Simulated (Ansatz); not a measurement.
# [AuF4]-: geometry, orbitals and charge

Aim: characterise [AuF4]- as a singlet: its structure, frontier levels and distribution of charge.

Program: Ansatz 0.2.0, Gaussian basis. Level of theory: RKS PBE0-D4/def2-TZVPD. These are calculated values, not measurements.

Levels to be run: relaxation at PBE0-D4/def2-SVPD; a search for the lowest solution at PBE0-D4/def2-SVP; a single point at PBE0-D4/def2-TZVPD; harmonic vibrations at PBE0-D4/def2-SVPD.

**1. The system as given**

5 atoms, charge -1, spin multiplicity 1.

Atoms are counted from 1 here; the program's logs count them from 0.

Bond lengths: Au1–F2 1.873 Å, Au1–F3 1.873 Å, Au1–F4 1.873 Å, Au1–F5 1.873 Å. Angles: F2–Au1–F3 90.0°, F2–Au1–F4 179.9°, F2–Au1–F5 90.0°, F3–Au1–F4 90.0°, F3–Au1–F5 180.0°, F4–Au1–F5 90.0°.

Formally the metal is d8. Au takes a core potential in the def2 sets. No spin-orbit coupling is included. The ion is computed in the gas phase, without counter-ions or solvent.

The start is a GFN2-xTB geometry.

**2. Optimising with PBE0-D4/def2-SVPD**

in.yaml

```yaml
crystal:
  periodic: [false, false, false]
  atoms:
    - {symbol: Au, position_ang: [-0.000270, -0.000110, -0.000480]}
    - {symbol: F, position_ang: [1.872230, -0.025880, 0.005250]}
    - {symbol: F, position_ang: [0.026930, 1.872540, 0.007630]}
    - {symbol: F, position_ang: [-1.872960, 0.026040, -0.004050]}
    - {symbol: F, position_ang: [-0.025930, -1.872600, -0.008350]}
basis:
  gaussian: {orbitals: def2-SVPD}
total_charge: -1
hamiltonian: {xc: pbe0, dispersion: d4}
scf: {lower_state_search: "off"}
output: {orbitals: {seedname: orbitals}}
relax: {f_tol: 0.02, max_steps: 100}
```

On the command line:

```
> ansatz run in.yaml --threads 2 --pin off --events-out ev --progress --plain --max-ram 4352MiB
```

Further steps of the session: Searching for the lowest solution, PBE0-D4/def2-SVP; Single point, PBE0-D4/def2-TZVPD; Vibrations by finite differences.

Before running them: what should the planned runs give, taken together? Wanted: point group; near neighbours of the metal; HOMO, LUMO at PBE0-D4/def2-TZVPD; charge on the metal; lowest, highest wavenumber.

**Answer**, as computed:

| quantity | value |
| --- | --- |
| point group | D4h |
| near neighbours of the metal | F 1.93, F 1.93, F 1.93, F 1.93 Å |
| HOMO, LUMO at PBE0-D4/def2-TZVPD | -4.19, 1.57 eV |
| charge on the metal (Mulliken, PBE0-D4/def2-TZVPD) | +1.10 e |
| lowest, highest wavenumber | 179, 595 cm⁻¹ |

The molecule keeps its bonding pattern by the stored test; the atoms moved 0.05 Å (rms). The Mulliken charge of the metal, +1.10 e, depends on the basis and isn't its oxidation state. All wavenumbers are real: a minimum at this level. The HOMO lies nearest to Au1 42 %; 4 F atoms about 15 % each and the LUMO to Au1 49 %; 4 F atoms about 13 % each. Whether this spin is the lowest isn't tested here.
